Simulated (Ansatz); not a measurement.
**CoO: what SCF settings change**

Which SCF settings change the result for CoO, and which only the effort? The default run comes first. System: CoO, the deposited crystal structure (space group Fm-3m); the cell holds 2 atoms. Source: COD entry 1541662; the sample's temperature and pressure aren't taken into account.

Method: DFT PBE+U, PAW, plane waves, scalar-relativistic; U − J = 3.32 eV on Co d, in Ansatz 0.2.0.

3 further runs of the same task are left out: 3 that didn't finish.

## 1. The starting structure

Symmetry: Fm-3m, No. 225, cubic system. The conventional cell has a = 4.258 Å, b = 4.258 Å, c = 4.258 Å, α = 90.00°, β = 90.00°, γ = 90.00°. Around O (site symmetry m-3m) lie 6 Co at 2.13 Å. Co (site symmetry m-3m) has 6 O at 2.13 Å as nearest neighbours.

Structure file:

```
O Co
1.0
     0.00000    2.12900    2.12900
     2.12900    0.00000    2.12900
     2.12900    2.12900    0.00000
O Co
1 1
Cartesian
  2.1290 2.1290 2.1290
  0.0000 0.0000 0.0000
```

In tables a label like Co2 counts atoms in the order of input.yaml; a structure file may count by element.

Changes shown after the default run: tetrahedron occupations; cold smearing, width 2.0 eV; MSR1 mixing, preconditioner none; Broyden, β 0.4, magnetisation mixing 0.4; Fermi–Dirac width 0.003 eV, no switch to direct minimisation.

The search for lower states is off throughout, and inputs that name a mixer don't switch to direct minimisation unless they say so. Spin is collinear, with starting moments Co2 3.00 μB. β is the mixing step of the charge; the magnetisation has a step of its own, which the program sets unless it is named.

## 2. Default SCF settings

input.yaml reads:

```yaml
crystal:
  lattice:
    - [0.0, 2.129, 2.129]
    - [2.129, 0.0, 2.129]
    - [2.129, 2.129, 0.0]
  atoms:
    - { symbol: O, position: [0.5, 0.5, 0.5] }
    - { symbol: Co, position: [0.0, 0.0, 0.0], spin: 3.0 }
magnetization:
  spin_polarized: true
hamiltonian:
  xc: pbe
  pseudopotentials: { kind: paw }
  hubbard: { sites: [{ species: Co, l: d, u_eff: 3.32 }] }
basis:
  ecutwfc: 420
kpoints:
  mp_grid: { grid: [8, 8, 8] }
scf:
  occupations: { method: fermi_dirac, width: 0.03 }
  lower_state_search: "off"
output:
  forces: true
  stress: true
```

Launch:

```console
ansatz run input.yaml --threads 2 --pin off --max-ram 5120MiB --backend cpu --events-out ev --progress --plain --runs-dir out
```

**Question.** Each change named above is then made alone on this input. How many iterations does the default take, and what do the changes move? Wanted: largest shift of the free energy by occupations, cutoff, mesh or field.

The runs gave:

| quantity | value |
| --- | --- |
| default run | 13 iterations, ferromagnetic, site moments O1 0.23, Co2 2.50 μB, total 2.85 μB per cell, no gap on the k-mesh |
| fewest iterations to that state among the runs shown | 13 (default SCF settings) |
| most iterations to it | 15 (MSR1 mixing, preconditioner none) |
| runs that end in another state, among changes of path alone | 0 |
| largest shift of the free energy by occupations, cutoff, mesh or field | -36.2 meV/atom (cold smearing, width 2.0 eV) |

In words: 3 runs solve the same problem and reach the default's state, in 13 to 15 iterations: there the settings change the path, not the answer. Occupations, cutoff, mesh and fields change the problem that is solved, not just the path; the largest shift here is that of “cold smearing, width 2.0 eV”. The cell holds one magnetic atom, so only a ferromagnet fits; an antiferromagnetic order, which needs a larger cell, may be the real ground state. Other settings tried on this cell gave no result: fixed occupations (input refused); cutoff 30 eV (input refused); linear mixing, β 0.2, no preconditioner (not converged after 60 iterations, still settling). Counts include iterations that the program adds to test a close, so a difference of one or two ranks nothing. The starting density is a sum of atomic densities.
